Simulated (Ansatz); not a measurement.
Born–Oppenheimer molecular dynamics of a periodic cell of 38 atoms, Cu3Sb4O12 (host Cu3Sb4O12, host structure Im-3). It starts from an unrelaxed structure (largest force component 0.14 eV/Å).

Method: Ansatz, DFT LDA, scalar-relativistic, plane waves, PAW. Settings: cutoff 420 eV, k mesh 1x1x1, fermi-dirac smearing 0.05 eV, no spin polarisation.

* ensemble: NVE (velocity Verlet)
* time step: 1.5 fs
* steps asked: 400
* starting velocities drawn for: 1800 K
* seed: 895421

Frames 1.5 fs apart, positions in Å.

Velocities at 495 fs (Å/ps):

```
Cu 2.05 2.05 -2.92
Cu 6.32 -4.09 -1.73
Cu -5.06 10.73 6.22
Sb -1.20 -0.27 -1.53
Sb -0.94 -2.21 -2.22
Sb 3.16 -4.63 3.52
Sb 1.14 -1.24 4.72
O -5.58 5.24 -12.04
O 11.59 -4.31 6.67
O -4.91 -12.30 9.61
O -0.53 -5.13 -3.20
O 6.91 -6.07 7.99
O -12.13 -6.63 12.76
O -11.12 8.54 -0.80
O -2.48 -2.81 0.48
O 5.56 -2.75 2.30
O -12.86 -8.25 -5.46
O -3.81 2.84 6.49
O -1.67 -1.57 4.03
Cu 1.19 -2.34 -2.42
Cu -4.61 7.52 -0.85
Cu 0.94 -2.69 0.05
Sb -1.63 1.38 -6.03
Sb 1.58 0.84 3.11
Sb 1.19 4.12 -1.87
Sb 0.12 1.58 -3.43
O 14.80 5.37 -13.66
O -4.02 2.51 3.82
O -0.16 -3.95 -0.76
O -11.56 -1.79 -1.88
O -4.22 3.08 -1.26
O 1.81 2.36 4.49
O 3.26 -3.16 2.29
O 9.20 -8.52 5.22
O -4.41 4.56 -3.67
O -10.18 -2.51 6.74
O 4.60 -5.18 2.78
O 2.54 -0.71 1.88
```

```xyz
38
Lattice="7.6994 0.0000 0.0000 0.0000 7.6994 0.0000 0.0000 0.0000 7.6994" Properties=species:S:1:pos:R:3 time_fs=495 energy_less_start_eV=3.876 T=991
Cu -0.138 0.229 3.809
Cu 0.035 3.868 -0.367
Cu 3.845 -0.150 0.093
Sb 1.946 1.862 2.030
Sb 1.948 5.669 1.917
Sb 1.921 1.901 5.840
Sb 5.836 1.945 1.949
O 2.415 6.342 3.882
O 1.351 5.221 0.010
O 2.382 1.413 3.875
O -0.072 1.470 5.274
O 6.405 3.838 2.329
O 2.409 -0.112 1.223
O 0.088 1.506 2.289
O 5.200 -0.093 1.667
O 1.251 2.285 0.113
O 3.810 2.201 6.249
O 1.502 3.748 2.416
O 3.781 2.606 1.521
Cu 3.720 3.841 0.015
Cu 3.975 -0.093 3.731
Cu 0.179 4.104 3.906
Sb 5.669 5.773 5.813
Sb 5.709 2.010 5.747
Sb 5.905 5.696 1.920
Sb 1.890 5.845 5.730
O 6.057 2.182 0.031
O 5.318 1.484 3.914
O 6.394 5.315 -0.044
O 3.924 5.329 1.631
O 2.217 -0.010 6.418
O 6.221 3.853 5.369
O 3.834 5.295 6.425
O 1.886 3.844 5.354
O 5.144 6.167 3.735
O 0.048 6.528 2.284
O 5.084 0.006 6.252
O -0.110 6.321 5.083
38
Lattice="7.6994 0.0000 0.0000 0.0000 7.6994 0.0000 0.0000 0.0000 7.6994" Properties=species:S:1:pos:R:3 time_fs=496.5 energy_less_start_eV=3.777 T=1012
Cu -0.135 0.232 3.805
Cu 0.044 3.861 -0.370
Cu 3.837 -0.134 0.103
Sb 1.944 1.862 2.027
Sb 1.947 5.666 1.913
Sb 1.925 1.894 5.845
Sb 5.837 1.943 1.956
O 2.406 6.350 3.864
O 1.369 5.215 0.020
O 2.375 1.395 3.890
O -0.073 1.463 5.270
O 6.416 3.829 2.341
O 2.390 -0.122 1.244
O 0.070 1.518 2.289
O 5.197 -0.097 1.667
O 1.260 2.281 0.115
O 3.791 2.190 6.241
O 1.496 3.753 2.426
O 3.779 2.603 1.528
Cu 3.722 3.837 0.012
Cu 3.968 -0.081 3.730
Cu 0.180 4.099 3.906
Sb 5.666 5.775 5.804
Sb 5.711 2.011 5.752
Sb 5.907 5.702 1.917
Sb 1.890 5.848 5.725
O 6.080 2.190 0.010
O 5.312 1.488 3.919
O 6.394 5.309 -0.045
O 3.906 5.325 1.628
O 2.211 -0.005 6.415
O 6.224 3.857 5.375
O 3.839 5.291 6.428
O 1.898 3.831 5.362
O 5.138 6.173 3.731
O 0.032 6.524 2.294
O 5.091 -0.002 6.257
O -0.106 6.319 5.086
38
Lattice="7.6994 0.0000 0.0000 0.0000 7.6994 0.0000 0.0000 0.0000 7.6994" Properties=species:S:1:pos:R:3 time_fs=498 energy_less_start_eV=3.715 T=1024
Cu -0.132 0.234 3.800
Cu 0.054 3.855 -0.372
Cu 3.830 -0.117 0.112
Sb 1.943 1.861 2.024
Sb 1.945 5.663 1.910
Sb 1.930 1.887 5.851
Sb 5.839 1.941 1.963
O 2.398 6.357 3.845
O 1.389 5.209 0.029
O 2.368 1.375 3.905
O -0.073 1.456 5.266
O 6.426 3.821 2.354
O 2.371 -0.130 1.267
O 0.050 1.529 2.290
O 5.193 -0.098 1.667
O 1.269 2.278 0.115
O 3.772 2.180 6.234
O 1.490 3.761 2.438
O 3.777 2.598 1.534
Cu 3.724 3.833 0.009
Cu 3.960 -0.070 3.728
Cu 0.182 4.095 3.906
Sb 5.664 5.778 5.795
Sb 5.713 2.011 5.757
Sb 5.908 5.708 1.914
Sb 1.890 5.850 5.720
O 6.103 2.200 -0.012
O 5.306 1.491 3.922
O 6.392 5.303 -0.046
O 3.888 5.322 1.623
O 2.206 -0.001 6.412
O 6.228 3.863 5.381
O 3.843 5.286 6.430
O 1.909 3.820 5.369
O 5.134 6.178 3.730
O 0.017 6.517 2.305
O 5.099 -0.011 6.261
O -0.102 6.317 5.090
38
Lattice="7.6994 0.0000 0.0000 0.0000 7.6994 0.0000 0.0000 0.0000 7.6994" Properties=species:S:1:pos:R:3 time_fs=499.5 energy_less_start_eV=3.698 T=1028
Cu -0.128 0.236 3.796
Cu 0.063 3.848 -0.373
Cu 3.822 -0.101 0.120
Sb 1.941 1.861 2.021
Sb 1.944 5.660 1.907
Sb 1.934 1.880 5.856
Sb 5.840 1.939 1.970
O 2.390 6.363 3.826
O 1.409 5.203 0.037
O 2.362 1.355 3.919
O -0.072 1.451 5.263
O 6.436 3.813 2.368
O 2.351 -0.138 1.292
O 0.028 1.540 2.292
O 5.190 -0.098 1.665
O 1.280 2.276 0.113
O 3.756 2.171 6.228
O 1.483 3.771 2.450
O 3.777 2.592 1.539
Cu 3.725 3.830 0.005
Cu 3.952 -0.058 3.727
Cu 0.183 4.091 3.906
Sb 5.662 5.780 5.786
Sb 5.716 2.012 5.762
Sb 5.910 5.715 1.911
Sb 1.890 5.852 5.715
O 6.127 2.211 -0.033
O 5.300 1.493 3.923
O 6.390 5.298 -0.047
O 3.870 5.317 1.616
O 2.201 0.002 6.408
O 6.233 3.869 5.388
O 3.847 5.282 6.433
O 1.916 3.809 5.376
O 5.132 6.182 3.731
O 0.002 6.510 2.316
O 5.108 -0.021 6.265
O -0.097 6.313 5.094
38
Lattice="7.6994 0.0000 0.0000 0.0000 7.6994 0.0000 0.0000 0.0000 7.6994" Properties=species:S:1:pos:R:3 time_fs=501 energy_less_start_eV=3.722 T=1023
Cu -0.124 0.237 3.791
Cu 0.072 3.842 -0.374
Cu 3.815 -0.085 0.129
Sb 1.940 1.861 2.018
Sb 1.943 5.657 1.903
Sb 1.938 1.873 5.861
Sb 5.841 1.938 1.976
O 2.381 6.368 3.807
O 1.429 5.197 0.043
O 2.356 1.335 3.933
O -0.071 1.446 5.260
O 6.445 3.807 2.381
O 2.332 -0.143 1.319
O 0.006 1.549 2.296
O 5.187 -0.096 1.663
O 1.292 2.274 0.109
O 3.742 2.164 6.223
O 1.476 3.782 2.462
O 3.777 2.584 1.545
Cu 3.727 3.826 0.002
Cu 3.944 -0.046 3.726
Cu 0.184 4.086 3.906
Sb 5.660 5.783 5.776
Sb 5.718 2.012 5.768
Sb 5.911 5.721 1.908
Sb 1.891 5.854 5.711
O 6.151 2.222 -0.054
O 5.294 1.496 3.923
O 6.387 5.292 -0.049
O 3.853 5.311 1.608
O 2.196 0.004 6.404
O 6.238 3.876 5.393
O 3.850 5.279 6.434
O 1.922 3.800 5.382
O 5.132 6.185 3.735
O -0.013 6.501 2.327
O 5.117 -0.032 6.269
O -0.092 6.309 5.099
38
Lattice="7.6994 0.0000 0.0000 0.0000 7.6994 0.0000 0.0000 0.0000 7.6994" Properties=species:S:1:pos:R:3 time_fs=502.5 energy_less_start_eV=3.780 T=1011
Cu -0.120 0.238 3.787
Cu 0.081 3.835 -0.375
Cu 3.808 -0.069 0.137
Sb 1.939 1.860 2.014
Sb 1.941 5.654 1.900
Sb 1.941 1.866 5.867
Sb 5.841 1.936 1.982
O 2.373 6.373 3.789
O 1.451 5.191 0.049
O 2.351 1.315 3.946
O -0.070 1.442 5.258
O 6.453 3.803 2.396
O 2.312 -0.147 1.347
O -0.016 1.557 2.301
O 5.183 -0.092 1.660
O 1.305 2.272 0.104
O 3.732 2.159 6.219
O 1.469 3.795 2.475
O 3.778 2.575 1.550
Cu 3.729 3.823 0.000
Cu 3.936 -0.034 3.724
Cu 0.185 4.081 3.907
Sb 5.658 5.786 5.767
Sb 5.720 2.011 5.774
Sb 5.912 5.727 1.905
Sb 1.891 5.857 5.706
O 6.175 2.235 -0.073
O 5.288 1.498 3.921
O 6.383 5.286 -0.050
O 3.837 5.305 1.598
O 2.192 0.004 6.399
O 6.245 3.883 5.398
O 3.852 5.275 6.434
O 1.925 3.792 5.388
O 5.133 6.187 3.742
O -0.027 6.490 2.339
O 5.127 -0.042 6.273
O -0.087 6.303 5.104
```

Of the whole run (600 fs, mean temperature of the second half 892 K): The conserved energy stayed within 0.41 meV per atom of its start (net change 0.24 meV per atom), so the integration is sound. Over the second half the temperature averaged 0.50 of the 1800 K drawn at the start: a run that starts near a minimum puts about half its kinetic energy into the potential. A run of 0.6 ps of so small a system gives no equilibrium averages. Limits of this set-up: coarse k mesh.

The run took 8 min on 2 threads of AMD EPYC 9R45 (Zen 5), with other jobs on the host, peak memory 0.71 GiB.
